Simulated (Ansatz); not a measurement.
**GaAs (quintet): wave-function methods side by side, cc-pVDZ**

How much of the correlation energy of GaAs (quintet) does each wave-function method recover here?

The runs use Ansatz 0.2.0, Gaussian basis; cc-pVDZ, core rule «outside noble gas», up to 28 orbitals frozen.

The runs, in order: UHF; CCSD(T) on ROHF; CCSD(T) on UHF; BCCD(T) on ROHF; CISD as a restricted active space (open shells left free, so some higher excitations enter); CCSDT(Q) on ROHF; CCSDT(Q) on UHF; CISDTQ; CCSDTQ on ROHF; CCSDTQ on UHF; Full CI; Full CI in the symmetry of the determinant.

8 further runs of the same task are left out: 2 for a known fault of the program, 6 set aside as unsound or not needed. Runs told in other sessions of the task aren't counted.

**1. The system**

The geometry is a PBE0/def2-TZVP stationary point (not a proven minimum) of the parent state, kept for this charge and spin. No spin-orbit coupling is included. The filled d shell of Ga, As may be among the frozen orbitals whatever the setting's name suggests.

2 atoms, charge 0, spin multiplicity 5.

Atoms are counted from 1 here; the program's logs count them from 0.

Bond lengths: Ga1–As2 2.327 Å.

**2. UHF**

The input, in.yaml:

```yaml
crystal:
  periodic: [false, false, false]
  atoms:
    - {symbol: Ga, position_ang: [0.000000, 0.000000, 0.000000]}
    - {symbol: As, position_ang: [0.000000, 0.000000, 2.327300]}
basis:
  gaussian: {orbitals: cc-pVDZ}
magnetization: {spin_polarized: true, initial_magnetization: 4}
hamiltonian: {xc: hf}
output: {orbitals: {seedname: orbitals}}
```

Command:

```console
$ ansatz run in.yaml --threads 1 --pin off --events-out ev --progress --plain --max-ram 4096MiB --backend cpu
```

Further steps of the session: CCSD(T) on ROHF; CCSD(T) on UHF; BCCD(T) on ROHF; CISD as a restricted active space (open shells left free, so some higher excitations enter); CCSDT(Q) on ROHF; CCSDT(Q) on UHF; CISDTQ; CCSDTQ on ROHF; CCSDTQ on UHF; Full CI; Full CI in the symmetry of the determinant.

**Question.** What will the summary of the whole plan be? Wanted: FCI from the RHF energy; RMP2 from FCI; UMP2 from FCI; RCCSD from FCI; RCCSD(T) from FCI; UCCSD(T) from FCI; RCCSDT(Q) from FCI; UCCSDT(Q) from FCI; T1 diagnostic.

**Answer**, as computed:

| quantity | value |
| --- | --- |
| FCI from the ROHF energy | -3.4477 eV |
| RMP2 from FCI | +75.8 kJ/mol |
| UMP2 from FCI | +75.1 kJ/mol |
| RCCSD from FCI | +12.1 kJ/mol |
| RCCSD(T) from FCI | +2.6 kJ/mol |
| UCCSD(T) from FCI | +0.5 kJ/mol |
| RCCSDT(Q) from FCI | -0.1 kJ/mol |
| UCCSDT(Q) from FCI | -2.3 kJ/mol |
| levels within 1 kcal/mol (43 meV) | RCCSD(T), UCCSD(T), BCCD(T), RCCSDT, UCCSDT, RCCSDT(Q), UCCSDT(Q), RCCSDTQ, UCCSDTQ |
| T1 diagnostic | 0.034 |
| effectively unpaired electrons | 4.04 |

In words: RCCSD(T) lands +2.6 kJ/mol from the yardstick (0.8 % of the correlation energy). CCSD(T) misses by +2.6 kJ/mol on the restricted determinant and by +0.5 kJ/mol on the unrestricted one; the two need not hold the same state or core. UCCSDT, UCCSDT(Q), UCCSDTQ fall below full CI: unrestricted runs freeze a spin-polarised core, another one than full CI's, and coupled cluster isn't variational. One determinant dominates. These misses are within one basis, not against nature; the frozen cores of restricted and unrestricted runs differ, which can shift their rows.

Levels on UHF freeze UHF's core orbitals, full CI those of ROHF, so the U rows can settle a little off it for that reason alone.
